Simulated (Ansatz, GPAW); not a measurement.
CsSnI₃: GLLB-SC, run from Python

These are simulated results from GPAW 26.7.0, not measurements. The cell was built from a prototype and was relaxed with r2SCAN in plane waves (Ansatz 0.2.0). It may be hypothetical. All runs are without spin polarisation.

The symmetry is Pm-3m (No. 221, cubic); a = 6.241 Å in the conventional setting, 48.63 Å³ an atom. Cs has 12 I at 4.41 Å; Sn has 6 I at 3.12 Å; I has 2 Sn at 3.12 Å and 4 Cs at 4.41 Å.

GLLB-SC is a model potential. Its fundamental gap is the Kohn-Sham gap plus a derivative discontinuity, which the script evaluates at the band edges among the listed k points. Its total energy isn't variational and serves nothing here.

run.py reads:

```python
import json
from ase import Atoms
from gpaw import GPAW, PW, FermiDirac

atoms = Atoms(['Cs', 'Sn', 'I', 'I', 'I'],
              cell=[[6.2414908, 0.0, 0.0], [0.0, 6.2414908, 0.0], [0.0, 0.0, 6.2414908]],
              scaled_positions=[[0.0, 0.0, 0.0], [0.5, 0.5, 0.5], [0.5, 0.5, 0.0], [0.5, 0.0, 0.5], [0.0, 0.5, 0.5]],
              pbc=True)
calc = GPAW(mode=PW(400), xc='GLLBSC', kpts={'size': (4, 4, 4), 'gamma': True},
            occupations=FermiDirac(0.02), maxiter=100, legacy_gpaw=True, txt='gpaw.txt')
atoms.calc = calc
res = {'energy': atoms.get_potential_energy(force_consistent=True)}
res['electrons'] = calc.get_number_of_electrons()
res['k'] = calc.get_ibz_k_points().tolist()
res['levels'] = [calc.get_eigenvalues(kpt=i).tolist() for i in range(len(res['k']))]
points = [[0.0, 0.0, 0.0], [0.0, 0.5, 0.0], [0.5, 0.5, 0.0], [0.5, 0.5, 0.5]]
bands = calc.fixed_density(kpts=points, symmetry='off', nbands=round(res['electrons']) // 2 + 6, convergence={'bands': -2}, txt='bands.txt')
res['points'] = [bands.get_eigenvalues(kpt=i).tolist() for i in range(len(points))]
homo, lumo = bands.get_homo_lumo()
potential = calc.hamiltonian.xc.response.calculate_discontinuity_potential(homo, lumo)
res['discontinuity'] = bands.hamiltonian.xc.response.calculate_discontinuity(potential)
json.dump(res, open('results.json', 'w'))
print('free energy (eV):', round(res['energy'], 5))
```

Command: `python run.py`. It took 110 s on 1 thread of Arm Neoverse N1 (shared host), peak memory 0.27 GiB.

The log gpaw.txt, trimmed of paths, versions and times, then the last line on the terminal. An iter line gives the energy in eV and the logarithms of the changes of orbitals (plane waves alone) and density (c: converged):

```
___ ___ ___ _ _ _
 |   |   |_  | | | |

 | | | | | . | | | |

 |__ |  _|___|_____|  26.7.0
 |___|_|

Input parameters:
  kpts: {gamma: True,
         size: (4, 4, 4)}
  maxiter: 100
  mode: {ecut: 400.0,
         name: pw}
  occupations: {fixmagmom: False,
                name: fermi-dirac,
                width: 0.02}
  xc: GLLBSC

System changes: positions, numbers, cell, pbc, initial_charges, initial_magmoms

Initialize ...

species:
  Cs:
    name:    Caesium
    Z:       55.0
    valence: 9
    core:    46
    charge:  0.0  # [|e|]
    compensation charges:
      type: gauss
      rc: 0.33  # [Å]
      lmax: 2
    cutoffs:
      filter: 2.06  # [Å]
      core: 2.51  # [Å]
    projectors
    | kind |    occ | energy [eV] | rcut [Å] |

    |------|--------|-------------|----------|

    |   5s |  2.000 |     -26.300 |    1.164 |

    |   6s |  1.000 |      -2.756 |    1.164 |

    |   5p |  6.000 |     -13.212 |    1.058 |

    |    p |        |      13.999 |    1.058 |

    |    d |        |       0.000 |    1.058 |

    Using partial waves for Cs as LCAO basis

  Sn:
    name:    Tin
    Z:       50.0
    valence: 14
    core:    36
    charge:  0.0  # [|e|]
    compensation charges:
      type: gauss
      rc: 0.38  # [Å]
      lmax: 2
    cutoffs:
      filter: 2.23  # [Å]
      core: 2.35  # [Å]
    projectors
    | kind |    occ | energy [eV] | rcut [Å] |

    |------|--------|-------------|----------|

    |   5s |  2.000 |     -11.581 |    1.201 |

    |   5p |  2.000 |      -5.035 |    1.270 |

    |   4d | 10.000 |     -27.256 |    1.185 |

    |    s |        |      15.630 |    1.201 |

    |    p |        |      22.176 |    1.270 |

    |    d |        |      -0.045 |    1.185 |

    Using partial waves for Sn as LCAO basis

  I:
    name:    Iodine
    Z:       53.0
    valence: 7
    core:    46
    charge:  0.0  # [|e|]
    compensation charges:
      type: gauss
      rc: 0.37  # [Å]
      lmax: 2
    cutoffs:
      filter: 2.06  # [Å]
      core: 2.96  # [Å]
    projectors
    | kind |    occ | energy [eV] | rcut [Å] |

    |------|--------|-------------|----------|

    |   5s |  2.000 |     -20.049 |    1.164 |

    |   5p |  5.000 |     -10.166 |    1.164 |

    |    s |        |       7.162 |    1.164 |

    |    p |        |      17.045 |    1.164 |

    |    d |        |       0.000 |    1.164 |

    Using partial waves for I as LCAO basis

Reference energy: -960030.177901  # eV

Spin-paired calculation

Convergence criteria:
 Maximum [total energy] change in last 3 cyles: 0.0005 eV / valence electron
 Maximum integral of absolute [dens]ity change: 0.0001 electrons / valence electron
 Maximum integral of absolute [eigenst]ate change: 4e-08 eV^2 / valence electron
 Maximum number of scf [iter]ations: 100
 (Square brackets indicate name in SCF output, whereas a 'c' in
 the SCF output indicates the quantity has converged.)

Symmetries present (total): 48

  ( 1  0  0)  ( 1  0  0)  ( 1  0  0)  ( 1  0  0)  ( 1  0  0)  ( 1  0  0)
  ( 0  1  0)  ( 0  1  0)  ( 0  0  1)  ( 0  0  1)  ( 0  0 -1)  ( 0  0 -1)
  ( 0  0  1)  ( 0  0 -1)  ( 0  1  0)  ( 0 -1  0)  ( 0  1  0)  ( 0 -1  0)

  ( 1  0  0)  ( 1  0  0)  ( 0  1  0)  ( 0  1  0)  ( 0  1  0)  ( 0  1  0)
[... 25 lines left out ...]
  ( 0  1  0)  ( 0 -1  0)  ( 0  1  0)  ( 0 -1  0)  ( 0  0  1)  ( 0  0 -1)

64 k-points: 4 x 4 x 4 Monkhorst-Pack grid + [1/8,1/8,1/8]
10 k-points in the irreducible part of the Brillouin zone
       k-points in crystal coordinates                weights
   0:     0.00000000    0.00000000    0.00000000          1/64
   1:     0.25000000    0.00000000    0.00000000          6/64
   2:     0.25000000    0.25000000    0.00000000         12/64
   3:     0.25000000    0.25000000    0.25000000          8/64
   4:     0.50000000    0.00000000    0.00000000          3/64
   5:     0.50000000    0.25000000    0.00000000         12/64
   6:     0.50000000    0.25000000    0.25000000         12/64
   7:     0.50000000    0.50000000    0.00000000          3/64
   8:     0.50000000    0.50000000    0.25000000          6/64
   9:     0.50000000    0.50000000    0.50000000          1/64

Wave functions: Plane wave expansion
  Cutoff energy: 400.000 eV
  Number of coefficients (min, max): 4385, 4468
  Pulay-stress correction: 0.000000 eV/Ang^3 (de/decut=0.000000)
  Using FFTW library
  ScaLapack parameters: grid=1x1, blocksize=None
  Wavefunction extrapolation:
    Improved wavefunction reuse through dual PAW basis

Occupation numbers: Fermi-Dirac:
  width: 0.0200  # eV

Eigensolver
   Davidson(niter=2)

Densities:
  Coarse grid: 30*30*30 grid
  Fine grid: 60*60*60 grid
  Total Charge: 0.000000

Density mixing:
  Method: separate
  Backend: msr1
  Linear mixing parameter: 0.05
  old densities: 10
  Width of damping distribution: 1.1
  Damping of long wavelength oscillations: 20

Hamiltonian:
  XC and Coulomb potentials evaluated on a 60*60*60 grid
  Using the GLLBSC Exchange-Correlation functional
  External potential:
    NoExternalPotential

XC parameters: GLLBSC functional being used consists of
  -----------------------------------------------------------------------
  | Weight | Module     | Description                                   |

  -----------------------------------------------------------------------
  |  1.000 | SCREENING  | GGA_X_PBE_SOL with 2 nearest neighbor stencil |

  |  1.000 | RESPONSE   | eps=0.0500 eV                                 |

  |  1.000 | XC         | GGA_C_PBE_SOL with 2 nearest neighbor stencil |

  -----------------------------------------------------------------------

Memory estimate:
  Process memory now: 120.92 MiB
  Calculator: 50.58 MiB
    Density: 16.52 MiB
      Arrays: 5.36 MiB
      Localized functions: 7.05 MiB
      Mixer: 4.12 MiB
    Hamiltonian: 3.69 MiB
      Arrays: 3.50 MiB
      XC: 0.00 MiB
      Poisson: 0.00 MiB
      vbar: 0.19 MiB
    Wavefunctions: 30.36 MiB
      Arrays psit_nG: 17.73 MiB
      Eigensolver: 2.22 MiB
      Projections: 0.28 MiB
      Projectors: 8.43 MiB
      PW-descriptor: 1.71 MiB

Total number of cores used: 1

Number of atoms: 5
Number of atomic orbitals: 26
Number of bands in calculation: 26
Number of valence electrons: 44
Bands to converge: occupied

... initialized

Initializing position-dependent things.

Density initialized from atomic densities
Creating initial wave functions:
  26 bands from LCAO basis set

     .--------------.
    /|              |

   / |              |

  /  |              |

 *   |              |

 |   |              |

 | I |     Sn       |

 |   |              |

 |   .---I----------.
 |  /              /
 | /       I      /
 |/              /
 Cs-------------*
Positions:
   0 Cs     0.000000    0.000000    0.000000    ( 0.0000,  0.0000,  0.0000)
   1 Sn     3.120745    3.120745    3.120745    ( 0.0000,  0.0000,  0.0000)
   2 I      3.120745    3.120745    0.000000    ( 0.0000,  0.0000,  0.0000)
   3 I      3.120745    0.000000    3.120745    ( 0.0000,  0.0000,  0.0000)
   4 I      0.000000    3.120745    3.120745    ( 0.0000,  0.0000,  0.0000)

Unit cell:
           periodic     x           y           z      points  spacing
  1. axis:    yes    6.241491    0.000000    0.000000    30     0.2080
  2. axis:    yes    0.000000    6.241491    0.000000    30     0.2080
  3. axis:    yes    0.000000    0.000000    6.241491    30     0.2080

  Lengths:   6.241491   6.241491   6.241491
  Angles:   90.000000  90.000000  90.000000

Effective grid spacing dv^(1/3) = 0.2080

iter:   1   -17.121763
iter:   2   -16.350584   -0.97  -1.30
iter:   3   -21.580287   -0.71  -1.23
iter:   4   -15.893988   -0.88  -1.15
iter:   5   -15.822032   -2.61  -1.48
iter:   6   -15.936351   -2.67  -1.39
iter:   7   -15.744859   -2.77  -1.31
iter:   8   -15.752305   -4.24  -1.57
iter:   9   -15.587598   -2.51  -1.53
iter:  10   -15.604182   -3.72  -3.00
iter:  11   -15.583494c  -3.89  -2.92
iter:  12   -15.580925   -4.82  -3.27
iter:  13   -15.577611c  -5.41  -3.49
iter:  14   -15.574580c  -6.08  -3.56
iter:  15   -15.573488c  -6.79  -3.73
iter:  16   -15.573312c  -7.13  -3.90
iter:  17   -15.573237c  -7.96c -4.59c

Converged after 17 iterations.

Energy contributions relative to reference atoms: (reference = -960030.177901)

Kinetic:       +162.379308
Potential:     -155.716255
External:        +0.000000
XC:             -24.230776
Entropy (-ST):   -0.000000
Local:           +1.994486
SIC:             +0.000000
--------------------------
Free energy:    -15.573237
Extrapolated:   -15.573237

GLLBSC response reference energy: 2.98826 eV (from HOMO)

Showing only first 2 kpts
 Kpt  Band  Eigenvalues  Occupancy
  0    20      0.71906    2.00000
  0    21      0.71906    2.00000
  0    22      5.90907    0.00000
  0    23      7.79674    0.00000

  1    20      0.64630    2.00000
  1    21      0.77477    2.00000
  1    22      6.00478    0.00000
  1    23      6.45608    0.00000

Fermi level: 3.25656

Gap: 0.558 eV
Transition (v -> c):
  (s=0, k=9, n=21, [0.50, 0.50, 0.50]) -> (s=0, k=9, n=22, [0.50, 0.50, 0.50])
No difference between direct/indirect transitions

free energy (eV): -15.57324
```

The gap in the log is over the mesh alone; results.json adds the listed points. GLLB-SC gives a gap of 0.79 eV (0.558 eV Kohn-Sham over the listed points plus 0.229 eV discontinuity). On the same cell, plane-wave PBE (Ansatz, 4×4×4 k points and the special points) gives a gap of 0.38 eV and r2SCAN a gap of 0.50 eV; on shared hosts these took about 19 and 40 core-seconds on the 5-atom cell, against 110 for the script. Spin-orbit coupling, left out in all these runs, can cut or reorder the gap by tenths of an eV, up to about 1 eV with Pb or Bi.

Spin-orbit coupling is left out, which matters wherever the heavy atoms make up the band edges.
